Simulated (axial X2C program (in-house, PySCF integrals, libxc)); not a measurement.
**AuH: from the state search to constants**

Aim: find the lowest determinant of AuH, scan the bond at several levels and fit the constants, once spin-free and once with spin–orbit coupling.

Program: an in-house X2C program for linear molecules on PySCF integrals. Level of theory: all-electron X2C, Au dyall-cv3z, H dyall-v3z. These are calculated values, not measurements.

## (1) The job

task.json reads:

```json
{
 "zs": [
  79,
  1
 ],
 "q": 0,
 "bas": [
  "dyall-cv3z",
  "dyall-v3z"
 ],
 "levels": [
  "PBE0",
  "HF",
  "LDA"
 ],
 "cc": true,
 "r0": 1.56,
 "thr": -2.0,
 "nmax": 90,
 "npts": 10,
 "nst": 2,
 "ntry": 6
}
```

Keys: zs atomic numbers; q charge; bas basis sets; levels methods (HF also brings MP2); cc coupled cluster on or off; r0 starting distance in Å; thr threshold in hartree for freezing inner shells (an s shell follows its p shell); nmax most natural virtual spinors; npts points asked for on the curve; nst determinants followed; ntry starts of the search.

Command:

```console
$ python so2c.py task.json out
```

Spin-free means the one-electron spin-free X2C Hamiltonian; two-component (2c) means X2C with spin–orbit coupling and atomic mean-field two-electron Coulomb and Gaunt terms. Basis: Au dyall-cv3z contracted to [13s14p9d6f4g], H dyall-v3z contracted to [6s2p1d]; Gaussian nuclei, density fitting. Masses: Au 196.967 u, H 1.008 u.

Notation: σ, π±, δ± give the projection m of an orbital's angular momentum (0, ±1, ±2), α and β its spin, Λ and M_S the sums; ω is the projection of a spinor's total angular momentum and Ω the sum. Logs are in hartree.

The results follow Hamiltonian by Hamiltonian and level by level.

## (2) Search for the lowest determinant

Determinants are compared with PBE0 at 1.560 Å.

Spin-free determinants:

```
ΔE (eV)           state                              open shells
   0.00  M_S = 0, Λ = 0                             closed shell
   2.88  M_S = 1, Λ = 0             beyond closed shells: 2 × σα
   4.37  M_S = 1, Λ = 1  beyond closed shells: σα, π+α, π+β, π-α
   4.38  M_S = 1, Λ = 2  beyond closed shells: σα, δ+α, δ+β, δ-α
   4.43  M_S = 0, Λ = 2  beyond closed shells: σβ, δ+α, δ+β, δ-α
   4.57  M_S = 0, Λ = 1  beyond closed shells: σβ, π+α, π+β, π-α
  12.27  M_S = 1, Λ = 0           beyond closed shells: δ+α, δ-α
```

Two-component determinants:

```json
{"ΔE (eV)": "0.00", "state": "Ω = 0", "open shells": "closed shell"}
{"ΔE (eV)": "2.78", "state": "Ω = 1", "open shells": "excess of +ω over −ω: 2 × ω = 1/2"}
{"ΔE (eV)": "3.75", "state": "Ω = 3", "open shells": "excess of +ω over −ω: ω = 1/2, ω = 5/2"}
{"ΔE (eV)": "3.79", "state": "Ω = 2", "open shells": "excess of +ω over −ω: ω = 1/2, ω = 3/2"}
{"ΔE (eV)": "3.79", "state": "Ω = 2", "open shells": "excess of +ω over −ω: ω = -1/2, ω = 5/2"}
{"ΔE (eV)": "3.94", "state": "Ω = 1", "open shells": "excess of +ω over −ω: ω = -1/2, ω = 3/2"}
{"ΔE (eV)": "5.58", "state": "Ω = 2", "open shells": "excess of +ω over −ω: ω = 1/2, ω = 3/2"}
```

## (3) PBE0, spin-free

State followed: M_S = 0, Λ = 0 (closed shell). The scan is laid around 1.534 Å, a first estimate of the minimum, and this SCF restarts from the orbitals of the search.

Output at 1.534 Å:

```text
spin-free X2C-1e  PBE0
basis functions 195  fitting functions 947  grid points 5070
iter        total energy     max residual
   1     -19014.240733325     4.59e+00
   2     -19015.169884220     1.92e-02
   3     -19015.160127766     3.33e-02
   4     -19015.175937602     2.99e-03
   5     -19015.176095258     5.16e-04
   6     -19015.176096833     4.44e-04
   7     -19015.176101387     4.14e-05
   8     -19015.176101418     4.26e-06
   9     -19015.176101419     2.40e-06
converged
one-electron -26119.89327286  Coulomb 7447.41002136  exact exchange -91.07952803  xc functional -278.86560329  nuclear repulsion 27.25228140
```

Along the bond, energies from the lowest point:

```
R (Å)  E (eV)  μ (D)  HOMO (eV)  LUMO (eV)  iterations
1.335  0.5289  -1.29      -7.40      -1.96          11
1.396  0.2257  -1.33      -7.41      -2.09          10
1.442  0.0916  -1.36      -7.41      -2.18          10
1.488  0.0206  -1.39      -7.42      -2.27          10
1.534  0.0000  -1.42      -7.43      -2.35           9
1.588  0.0261  -1.45      -7.43      -2.45          11
1.641  0.0939  -1.48      -7.44      -2.55          11
1.710  0.2260  -1.52      -7.45      -2.67          11
1.795  0.4343  -1.56      -7.47      -2.82          11
1.917  0.7883  -1.63      -7.48      -3.03          11
```

Dipoles are positive if H is the positive end.

Outer orbitals at the reference distance:

```json
{"symmetry": "σα", "occupied": "yes", "ε (eV)": "-11.84", "atomic character": "54% Au d, 34% H s, 8% Au s"}
{"symmetry": "π-α", "occupied": "yes", "ε (eV)": "-9.21", "atomic character": "97% Au d, 2% H p"}
{"symmetry": "π+α", "occupied": "yes", "ε (eV)": "-9.21", "atomic character": "97% Au d, 2% H p"}
{"symmetry": "δ+α", "occupied": "yes", "ε (eV)": "-8.69", "atomic character": "100% Au d"}
{"symmetry": "δ-α", "occupied": "yes", "ε (eV)": "-8.69", "atomic character": "100% Au d"}
{"symmetry": "σα", "occupied": "yes", "ε (eV)": "-7.43", "atomic character": "47% Au s, 33% Au d, 19% H s"}
{"symmetry": "σα", "occupied": "no", "ε (eV)": "-2.35", "atomic character": "58% Au p, 22% Au s, 11% H s"}
{"symmetry": "π+α", "occupied": "no", "ε (eV)": "-0.23", "atomic character": "98% Au p, 2% H p"}
{"symmetry": "π-α", "occupied": "no", "ε (eV)": "-0.23", "atomic character": "98% Au p, 2% H p"}
{"symmetry": "σα", "occupied": "no", "ε (eV)": "1.49", "atomic character": "72% Au p, 18% Au s, 6% H s"}
```

PBE0 fields in the half plane through the axis: z from -2.4 to 3.9 Å across, distance from the axis 0.15 to 2.25 Å upwards; Au lies at z = 0 and H at z = 1.534 Å; the ELF is damped to zero where the density is low.

log10 density (e/bohr³). Ten even steps from '0' (-5.63 ) to '9' (1.88 ):
```
1122233333333222111000
1222333444433332221100
1223344444444333222110
2233445555544443322110
2234455666555444332211
2234556676655554433211
2234567787766655433221
2234567898766665443221
```

ELF. Ten even steps from '0' (0.00 ) to '9' (1.00 ):
```
0000001111110000000000
0000011222211100000000
0000112233222221000000
0000123333323344200000
0000123443334577630000
0000124555335899861000
0000025646537999973000
0000026333538999984000
```

Re = 1.533 Å, ωe = 2270 cm⁻¹, ωexe = 40.5 cm⁻¹, Be = 7.155 cm⁻¹, De = 3.03 eV, μ = -1.42 D.

## (4) HF, spin-free

The SCF at the reference distance of 1.534 Å:

```text
spin-free X2C-1e  HF
basis functions 195  fitting functions 947  grid points 5070
iter        total energy     max residual
   1     -19009.549082217     1.18e+00
   2     -19009.585124957     1.59e-02
   3     -19009.586392774     1.72e-02
   4     -19009.587505319     1.42e-03
   5     -19009.587677357     8.32e-04
   6     -19009.587735697     5.08e-04
   7     -19009.587764316     2.80e-04
   8     -19009.587774331     8.97e-05
   9     -19009.587775194     2.17e-05
  10     -19009.587775230     4.82e-06
  11     -19009.587775233     1.31e-06
  12     -19009.587775233     3.12e-07
converged
one-electron -26122.86165679  Coulomb 7450.55311379  exact exchange -364.53151363  xc functional 0.00000000  nuclear repulsion 27.25228140
```

Re = 1.572 Å, ωe = 2081 cm⁻¹, ωexe = 34.6 cm⁻¹, Be = 6.807 cm⁻¹, De = 1.74 eV, μ = -2.57 D.

## (5) LDA, spin-free

Output at 1.534 Å:

```text
spin-free X2C-1e  LDA
basis functions 195  fitting functions 947  grid points 5070
iter        total energy     max residual
   1     -19003.776237522     1.44e+00
   2     -19003.789817375     2.02e-02
   3     -19003.781028344     3.53e-02
   4     -19003.793440409     1.32e-03
   5     -19003.793466253     6.10e-04
   6     -19003.793468573     6.39e-04
   7     -19003.793477478     6.50e-05
   8     -19003.793477571     1.67e-05
   9     -19003.793477579     1.61e-06
  10     -19003.793477579     2.22e-07
converged
one-electron -26116.94122501  Coulomb 7444.28445044  exact exchange 0.00000000  xc functional -358.38898441  nuclear repulsion 27.25228140
```

Re = 1.524 Å, ωe = 2329 cm⁻¹, ωexe = 41.4 cm⁻¹, Be = 7.242 cm⁻¹, De = 3.82 eV, μ = -0.91 D.

## (6) Correlated methods, spin-free

Correlated methods: 12 electrons correlated (frozen shells, counted by type: Au 5 s, 4 p, 2 d, 1 f; H none), 220 virtual spinors in MP2, 90 natural virtuals in coupled cluster.

Output of the correlated part at 1.534 Å:

```text
correlated 12  virtual 220  natural virtual 90  E(MP2) -0.425767313  MP2 remainder -0.017609359
iter   CCSD correlation   residual
   1     -0.369700931   1.38e-01
   2     -0.380660428   5.30e-02
   3     -0.383186568   2.51e-02
   4     -0.383272697   9.90e-03
   5     -0.383422835   4.35e-03
   6     -0.383446594   1.43e-03
   7     -0.383436714   5.49e-04
   8     -0.383442422   1.65e-04
   9     -0.383439456   5.41e-05
  10     -0.383440287   1.22e-05
  11     -0.383439929   4.01e-06
  12     -0.383439986   1.49e-06
  13     -0.383439985   4.97e-07
(T) -0.018127831  T1 0.0412  D1 0.0974  max T2 0.065
```

T1 in the output is the amplitude norm over the root of the electron number; divide by √2 for the Lee–Taylor value.

MP2: Re = 1.503 Å, ωe = 2428 cm⁻¹, Be = 7.447 cm⁻¹, De = 3.00 eV.

CCSD: Re = 1.529 Å, ωe = 2269 cm⁻¹, ωexe = 42.8 cm⁻¹, Be = 7.196 cm⁻¹, De = 3.03 eV. T1 at Re = 0.029 (Lee–Taylor, the printed value over √2).

CCSD(T): Re = 1.528 Å, ωe = 2276 cm⁻¹, ωexe = 44.1 cm⁻¹, Be = 7.204 cm⁻¹, De = 3.12 eV. T1 at Re = 0.029 (Lee–Taylor, the printed value over √2).

## (7) The spin-free curves together

Energy (eV) of the followed determinant, spin-free, from each level's lowest point:

```
R (Å)   PBE0     HF    MP2   CCSD  CCSD(T)    LDA
1.335  0.529  0.670  0.410    n/a      n/a  0.497
1.396  0.226  0.329  0.146  0.210    0.209  0.202
1.442  0.092  0.164  0.042  0.082    0.081  0.075
1.488  0.021  0.062  0.000  0.016    0.016  0.012
1.534  0.000  0.010  0.008  0.000    0.000  0.000
1.588  0.026  0.000  0.066  0.030    0.031  0.036
1.641  0.094  0.033  0.165  0.100    0.102  0.114
1.710  0.226  0.123  0.335  0.234    0.236  0.258
1.795  0.434  0.284  0.587    n/a      n/a  0.481
1.917  0.788  0.582  1.000    n/a      n/a  0.854
```

## (8) PBE0, 2c

State followed: Ω = 0 (closed shell). The scan is laid around 1.534 Å, a first estimate of the minimum, and this SCF restarts from the orbitals of the search.

The SCF at the reference distance of 1.534 Å:

```text
two-component X2C + atomic mean field  PBE0
basis functions 195  fitting functions 947  grid points 5070
iter        total energy     max residual
   1     -19016.694854526     4.64e+00
   2     -19017.631681292     1.94e-02
   3     -19017.621964115     3.31e-02
   4     -19017.637690752     3.02e-03
   5     -19017.637846850     5.02e-04
   6     -19017.637848211     4.44e-04
   7     -19017.637852691     4.16e-05
   8     -19017.637852723     4.53e-06
   9     -19017.637852724     2.73e-06
converged
one-electron -26101.77973579  Coulomb 7444.50471635  exact exchange -91.06112471  xc functional -278.87810542  nuclear repulsion 27.25228140  atomic mean-field constant -17.67588454
```

Along the bond, energies from the lowest point:

```
R (Å)  E (eV)  μ (D)  HOMO (eV)  LUMO (eV)  iterations
1.335  0.5280  -1.27      -7.36      -2.03          11
1.396  0.2249  -1.32      -7.36      -2.15          10
1.442  0.0909  -1.35      -7.36      -2.23          10
1.488  0.0202  -1.38      -7.36      -2.32          10
1.534  0.0000  -1.40      -7.36      -2.40           9
1.588  0.0267  -1.43      -7.37      -2.50          11
1.641  0.0952  -1.46      -7.37      -2.59          11
1.710  0.2285  -1.50      -7.38      -2.71          11
1.795  0.4386  -1.54      -7.39      -2.85          11
1.917  0.7955  -1.61      -7.40      -3.05          11
```

Dipoles are positive if H is the positive end.

Outer spinors at the reference distance:

| ω | occupied | ε (eV) | atomic character | λ mixture |
| --- | --- | --- | --- | --- |
| 1/2 | yes | -12.01 | 59% Au d, 31% H s, 6% Au s | 95% σ, 5% π |
| 3/2 | yes | -9.83 | 99% Au d | 65% δ, 35% π |
| 1/2 | yes | -9.57 | 88% Au d, 6% H s, 3% Au s | 90% π, 10% σ |
| 3/2 | yes | -8.52 | 98% Au d | 65% π, 35% δ |
| 5/2 | yes | -8.13 | 100% Au d | 100% δ |
| 1/2 | yes | -7.36 | 45% Au s, 37% Au d, 17% H s | 96% σ, 4% π |
| 1/2 | no | -2.40 | 58% Au p, 21% Au s, 11% H s | 98% σ, 2% π |
| 1/2 | no | -0.36 | 97% Au p, 2% H p | 98% π, 2% σ |
| 3/2 | no | -0.12 | 98% Au p | 100% π |
| 1/2 | no | 1.48 | 73% Au p, 18% Au s, 6% H s | 99% σ, 1% π |

PBE0 fields in the half plane through the axis: z from -2.4 to 3.9 Å across, distance from the axis 0.15 to 2.25 Å upwards; Au lies at z = 0 and H at z = 1.534 Å; the ELF is damped to zero where the density is low.

log10 density (e/bohr³). Ten even steps from ' ' (-5.64 ) to '@' (1.88 ):
```
....::::::----------------::::::......      
..::::--------========--------::::::....    
..::::----================------::::::....  
::::----====++++++++++========----::::....  
::::--====++++******++++++======----::::....
::::--==++++****##****++++++++====----::....
::----==++**####%%####******++++==----::::..
::----==++**##%%@@%%##********++====--::::..
```

ELF. Ten even steps from '0' (0.00 ) to '9' (1.00 ):
```
0000001111110000000000
0000011222211100000000
0000112233222221000000
0000123333323344200000
0000123443334577630000
0000124555335899861000
0000025646537999973000
0000026333538999984000
```

Re = 1.532 Å, ωe = 2276 cm⁻¹, ωexe = 40.3 cm⁻¹, Be = 7.16 cm⁻¹, De = 3.06 eV, μ = -1.40 D.

## (9) HF, 2c

The SCF at the reference distance of 1.534 Å:

```text
two-component X2C + atomic mean field  HF
basis functions 195  fitting functions 947  grid points 5070
iter        total energy     max residual
   1     -19011.943121426     1.18e+00
   2     -19011.979300479     1.60e-02
   3     -19011.980551817     1.71e-02
   4     -19011.981638929     1.47e-03
   5     -19011.981807808     8.17e-04
   6     -19011.981865850     5.02e-04
   7     -19011.981895351     2.87e-04
   8     -19011.981906707     9.67e-05
   9     -19011.981907981     2.71e-05
  10     -19011.981908071     9.72e-06
  11     -19011.981908084     3.70e-06
  12     -19011.981908085     1.01e-06
converged
one-electron -26104.71890374  Coulomb 7447.61645189  exact exchange -364.45585308  xc functional 0.00000000  nuclear repulsion 27.25228140  atomic mean-field constant -17.67588454
```

Re = 1.569 Å, ωe = 2098 cm⁻¹, ωexe = 34.8 cm⁻¹, Be = 6.83 cm⁻¹, De = 1.77 eV, μ = -2.53 D.

## (10) LDA, 2c

Output at 1.534 Å:

```text
two-component X2C + atomic mean field  LDA
basis functions 195  fitting functions 947  grid points 5070
iter        total energy     max residual
   1     -19006.272610446     1.44e+00
   2     -19006.286133677     2.08e-02
   3     -19006.277249679     3.53e-02
   4     -19006.289723749     1.37e-03
   5     -19006.289753687     6.57e-04
   6     -19006.289756525     6.44e-04
   7     -19006.289765083     6.89e-05
   8     -19006.289765189     1.67e-05
   9     -19006.289765198     1.62e-06
  10     -19006.289765198     2.22e-07
converged
one-electron -26098.83595694  Coulomb 7441.38812636  exact exchange 0.00000000  xc functional -358.41833148  nuclear repulsion 27.25228140  atomic mean-field constant -17.67588454
```

Re = 1.524 Å, ωe = 2330 cm⁻¹, ωexe = 41.1 cm⁻¹, Be = 7.24 cm⁻¹, De = 3.85 eV, μ = -0.90 D.

## (11) Correlated methods, 2c

Correlated methods: 12 electrons correlated (frozen shells, counted by type: Au 5 s, 4 p, 2 d, 1 f; H none), 220 virtual spinors in MP2, 90 natural virtuals in coupled cluster.

Output of the correlated part at 1.534 Å:

```text
correlated 12  virtual 220  natural virtual 90  E(MP2) -0.425515353  MP2 remainder -0.017610424
iter   CCSD correlation   residual
   1     -0.369665624   1.38e-01
   2     -0.380587422   5.26e-02
   3     -0.383091595   2.50e-02
   4     -0.383177124   9.88e-03
   5     -0.383327644   4.39e-03
   6     -0.383351197   1.48e-03
   7     -0.383341355   5.80e-04
   8     -0.383347771   1.95e-04
   9     -0.383343976   7.74e-05
  10     -0.383345116   2.73e-05
  11     -0.383344414   1.26e-05
  12     -0.383344681   5.32e-06
  13     -0.383344690   2.02e-06
(T) -0.018074990  T1 0.0408  D1 0.0964  max T2 0.060
```

MP2: Re = 1.502 Å, ωe = 2434 cm⁻¹, Be = 7.451 cm⁻¹, De = 3.03 eV.

CCSD: Re = 1.527 Å, ωe = 2278 cm⁻¹, ωexe = 42.5 cm⁻¹, Be = 7.206 cm⁻¹, De = 3.07 eV. T1 at Re = 0.029 (Lee–Taylor, the printed value over √2).

CCSD(T): Re = 1.527 Å, ωe = 2284 cm⁻¹, ωexe = 43.7 cm⁻¹, Be = 7.214 cm⁻¹, De = 3.15 eV. T1 at Re = 0.029 (Lee–Taylor, the printed value over √2).

## (12) The 2c curves together

Energy (eV) of the followed determinant, 2c, from each level's lowest point:

```
R (Å)   PBE0     HF    MP2   CCSD  CCSD(T)    LDA
1.335  0.528  0.661  0.409    n/a      n/a  0.499
1.396  0.225  0.321  0.146  0.208    0.206  0.203
1.442  0.091  0.158  0.041  0.080    0.079  0.076
1.488  0.020  0.058  0.000  0.015    0.015  0.013
1.534  0.000  0.008  0.008  0.000    0.000  0.000
1.588  0.027  0.000  0.067  0.031    0.032  0.036
1.641  0.095  0.035  0.167  0.103    0.104  0.113
1.710  0.229  0.128  0.339  0.238    0.241  0.258
1.795  0.439  0.294  0.593    n/a      n/a  0.481
1.917  0.795  0.597  1.008    n/a      n/a  0.855
```

Time for the job: 1.8 min (1 thread of Arm Neoverse V2, shared host).

## (13) Constants

Lowest determinant that the search found at its distance, spin-free: M_S = 0, Λ = 0 (closed shell).

Lowest determinant that the search found at its distance, 2c: Ω = 0 (closed shell).

```
Hamiltonian    level  Re (Å)  ωe (cm⁻¹)  De (eV)  μ (D)
  spin-free     PBE0   1.533       2270     3.03  -1.42
  spin-free       HF   1.572       2081     1.74  -2.57
  spin-free      MP2   1.503       2428     3.00    n/a
  spin-free     CCSD   1.529       2269     3.03    n/a
  spin-free  CCSD(T)   1.528       2276     3.12    n/a
  spin-free      LDA   1.524       2329     3.82  -0.91
         2c     PBE0   1.532       2276     3.06  -1.40
         2c       HF   1.569       2098     1.77  -2.53
         2c      MP2   1.502       2434     3.03    n/a
         2c     CCSD   1.527       2278     3.07    n/a
         2c  CCSD(T)   1.527       2284     3.15    n/a
         2c      LDA   1.524       2330     3.85  -0.90
```

Dipoles are positive if H is the positive end.

Time per point (s) on 1 thread of Arm Neoverse V2, shared host (2c runs; CCSD comes with the CCSD(T) run); the times are rough: PBE0 0.45, HF 0.33, MP2 0.52, CCSD(T) 4.8, LDA 0.21.

What this shows: At CCSD(T), going from spin-free to two-component changes Re by -1 mÅ, ωe by +0.4 %; the spin-free picture holds up (part of it comes from the scalar share of the two-electron terms). De moves by +0.03 eV; both De rest on single-determinant atoms, which can miss part of an open shell's spin–orbit lowering.

De refers to Au + H, each in the lowest determinant found, which need not be this curve's own limit. The state is a single determinant with fixed occupations, the lowest that a limited PBE0 search found. The closed shell is kept restricted; where the fragments are open shells, the energy then runs too high at long range. Dissociation energies refer to the lowest single-determinant-based atoms at the same level and basis. CCSD and (T) use frozen natural virtuals with an MP2 correction for the truncation. T1 at Re is 0.029 (Lee–Taylor), above the customary mark of 0.02.
